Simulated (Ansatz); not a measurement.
LaMg6Ti:

```
La Ti Mg
1.0
     5.16899    0.00000    0.00000
     0.00000    3.31444    5.72249
     0.00000   -3.31444    5.72249
La Ti Mg
1 1 6
Direct
  0.50000 0.66991 0.66991
  0.00000 0.83751 0.83751
  0.50000 0.16395 0.16395
  0.50000 0.67800 0.15504
  0.50000 0.15504 0.67800
  0.00000 0.33447 0.33447
  0.00000 0.83879 0.32232
  0.00000 0.32232 0.83879
```

The cell comes from a database or a generator and needn't be the stable form of this composition.

| Quantity | Value |
| --- | --- |
| Program | Ansatz 0.2.0 |
| Task | single point |
| Functional | PBE |
| Potentials or basis | Ansatz PAW |
| Cutoff | 420 eV (not typed: the program's choice for these potentials) |
| k mesh | 5 × 5 × 5 |
| Occupations | fermi-dirac, width 0.05 eV |
| Spin | no spin polarisation |

On this cell: pressure -0.4 GPa; largest force 0.224 eV/Å; band gap on the k mesh none (metal or under the smearing width).

The same run follows on a disturbed copy (atoms moved at random, drawn with an rms of 0.05 Å):

```
La Ti Mg
1.0
     5.16899    0.00000    0.00000
     0.00000    3.31444    5.72249
     0.00000   -3.31444    5.72249
La Ti Mg
1 1 6
Cartesian
  2.5255 0.0347 7.6832
  -0.0478 0.0207 9.5779
  2.5950 0.0334 1.8887
  2.6088 1.7327 4.7680
  2.5836 -1.7307 4.7395
  0.0209 0.0333 3.8026
  -0.0130 1.6502 6.6630
  -0.0213 -1.7182 6.6176
```

Question: What changes?

Answer: The energy (extrapolated to zero smearing) moves by +3.1 meV/atom; pressure -0.3 GPa; largest force 0.319 eV/Å; band gap on the k mesh none (metal or under the smearing width).

Forces on the atoms (eV/Å):
```
La   0.170 -0.233  0.137
Ti   0.114 -0.072 -0.107
Mg  -0.031 -0.037 -0.071
Mg  -0.093  0.159  0.002
Mg  -0.042 -0.019  0.144
Mg  -0.016 -0.051  0.057
Mg  -0.072  0.269 -0.140
Mg  -0.030 -0.016 -0.021
```

Stress tensor (GPa, compression positive):
```
-0.28 -0.03  0.13
-0.03 -0.41 -0.05
 0.13 -0.05 -0.36
```
